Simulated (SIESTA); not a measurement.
Crystal: BiTe.

```
Bi Te
1.0
     0.00000    3.23500    3.23500
     3.23500    0.00000    3.23500
     3.23500    3.23500    0.00000
Bi Te
1 1
Direct
  0.00000 0.00000 0.00000
  0.50000 0.50000 0.50000
```

Base run:

| Property | Result |
| --- | --- |
| Program | SIESTA 5.4.2 |
| Functional | LDA |
| Potentials or basis | PseudoDojo 0.4 standard (LDA files) |
| Basis | DZP (energy shift 0.003 Ry; two zetas on semicore shells) |
| Grid cutoff | 500 Ry |
| Energy shift | 0.003 Ry |
| k mesh | 7 × 7 × 7 |
| Occupations | fermi-dirac, width 0.05 eV |
| Spin | no spin polarisation |

Its results: band gap on the k mesh none (metal or under the smearing width); pressure -1.9 GPa.

Question: The run is repeated on the same cell with these changes: functional from LDA to PBEsol; potentials or basis from PseudoDojo 0.4 standard (LDA files) to PseudoDojo 0.4 standard (PBEsol files). What comes out?

Answer: Band gap on the k mesh none (metal or under the smearing width); pressure -0.8 GPa.

Caveats: spin-orbit coupling is left out, which moves the levels of the heavy elements; the basis of atomic orbitals isn't converged, which shifts pressures, moduli and gaps; the basis holds too few empty states to meet the f-sum rule, so the spectrum is short of weight at high energy (some runs).

Not every run made on this cell is shown here.
